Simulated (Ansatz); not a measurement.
# Ge: the cost of one run

Method: DFT PBEsol, scalar-relativistic, plane waves, PAW, in Ansatz 0.2.0.

## 1. The system as given

Symmetry: P6_3/mmc, No. 194, hexagonal system. Conventional cell: a = 3.998 Å, b = 3.998 Å, c = 6.599 Å, α = 90.00°, β = 90.00°, γ = 120.00°. Around Ge (site symmetry 3m) lie 4 Ge at 2.45 to 2.47 Å.

Coordinates:

```xyz
4
Lattice="3.9976 0.0000 0.0000 -1.9988 3.4620 0.0000 0.0000 0.0000 6.5994" Properties=species:S:1:pos:R:3 pbc="T T T"
Ge    1.9988    1.1540    0.4151
Ge    0.0000    2.3080    3.7148
Ge    1.9988    1.1540    2.8846
Ge    0.0000    2.3080    6.1843
```

The structure comes from the Materials Project (structure only).

(A quick probe on a coarse mesh, which set the mesh and smearing, is not shown.)

## 3. Full relaxation

input.yaml

```yaml
crystal:
  lattice:
    - [3.9975858431, 0.0, 0.0]
    - [-1.9987929216, 3.462010894, 0.0]
    - [0.0, 0.0, 6.59937795]
  atoms:
    - { symbol: Ge, position: [0.66666667, 0.33333333, 0.06290125] }
    - { symbol: Ge, position: [0.33333333, 0.66666667, 0.56290125] }
    - { symbol: Ge, position: [0.66666667, 0.33333333, 0.43709875] }
    - { symbol: Ge, position: [0.33333333, 0.66666667, 0.93709875] }
basis:
  ecutwfc: 420
kpoints:
  mp_grid: { grid: [12, 12, 6] }
hamiltonian:
  xc: pbesol
scf:
  occupations: { method: gaussian, width: 0.01 }
output:
  forces: true
  stress: true
  eigenvalues: true
relax:
  adjacent_minimum: "off"
  f_tol: 0.005
  max_steps: 80
  cell: { stress_tol: 0.05 }
```

On the command line:

```console
ansatz run input.yaml --threads 2 --pin off --max-ram 5120MiB --backend cpu --events-out ev --progress --plain --runs-dir out
```

What time and memory should one allow on 2 threads of Intel Xeon 6975P-C (Granite Rapids), shared host?

About 8.1 s, with a peak of 0.56 GiB.
